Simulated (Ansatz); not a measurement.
# K: straining the crystal, equal strain of all cell vectors

The task here is to estimate one member of a computed series from the others.

Program: Ansatz 0.2.0. Level of theory: DFT PBEsol, scalar-relativistic, plane waves, PAW. These are calculated values, not measurements.

2 further runs of the same task are left out: 2 set aside as unsound or not needed.

## Starting point

Symmetry: Im-3m, No. 229, cubic system. The conventional cell has a = 5.236 Å, b = 5.236 Å, c = 5.236 Å, α = 90.00°, β = 90.00°, γ = 90.00°.

Coordinates:

```cif
data_structure
_symmetry_space_group_name_H-M 'P 1'
_symmetry_Int_Tables_number 1
_cell_length_a 5.2360
_cell_length_b 5.2360
_cell_length_c 5.2360
_cell_angle_alpha 90.000
_cell_angle_beta 90.000
_cell_angle_gamma 90.000
_cell_volume 143.55
loop_
_atom_site_label
_atom_site_type_symbol
_atom_site_fract_x
_atom_site_fract_y
_atom_site_fract_z
_atom_site_occupancy
K1 K 0.00000 0.00000 0.00000 1
K2 K 0.50000 0.50000 0.50000 1
```

Set-up of the first run:

Contents of input.yaml:

```yaml
crystal:
  lattice:
    - [5.236, 0.0, 0.0]
    - [0.0, 5.236, 0.0]
    - [0.0, 0.0, 5.236]
  atoms:
    - { symbol: K, position: [0.0, 0.0, 0.0] }
    - { symbol: K, position: [0.5, 0.5, 0.5] }
basis:
  ecutwfc: 420
kpoints:
  mp_grid: { grid: [10, 10, 10] }
hamiltonian:
  xc: pbesol
scf:
  occupations: { method: gaussian, width: 0.1 }
output:
  forces: true
  stress: true
  eigenvalues: true
  write_density: true
  write_potential: true
  elf: true
  volumetric_format: npy
```

Run with:

```sh
ansatz run input.yaml --threads 1 --pin off --max-ram 2560MiB --backend cpu --events-out ev --progress --plain --runs-dir out
```

Among the steps run: Reference cell for the strains; Strain -1.5 %; At +1.5 %; At -3.0 %; At +3.0 %; Strain -4.5 %; At +4.5 %.

One table of the session follows, with a row left open; its other results are not shown here.

Lengths are those of the vectors of the cell that was run; stresses in GPa:

| strain (%) | ΔE (meV/atom) | a (Å) | b (Å) | c (Å) |
| --- | --- | --- | --- | --- |
| -4.5 | 13.8 | 5.000 | 5.000 | 5.000 |
| -3.0 | 5.2 | 5.079 | 5.079 | 5.079 |
| -1.5 | 0.7 | 5.157 | 5.157 | 5.157 |
| +0.0 | 0.0 | 5.236 | 5.236 | 5.236 |
| +1.5 | 2.5 | 5.315 | 5.315 | 5.315 |
| +3.0 | ? | ? | ? | ? |
| +4.5 | 15.8 | 5.472 | 5.472 | 5.472 |

Estimate the missing values for strain (%) = +3.0.

Worked estimate for «ΔE (meV/atom)». A straight line through the neighbours (1.5, 2.5) and (4.5, 15.8) gives 2.5 + (15.8 − 2.5) × (3.0 − 1.5) / (4.5 − 1.5) = 9.2; a parabola fitted to 3 rows on both sides gives 7.8.

As computed: ΔE (meV/atom): 7.9; a (Å): 5.393; b (Å): 5.393; c (Å): 5.393. In «ΔE (meV/atom)» the line misses by +1.3 and the parabola by -0.1.

ΔE is over the unstrained cell. Stress in GPa, positive in compression, on the Cartesian axes of the input. 
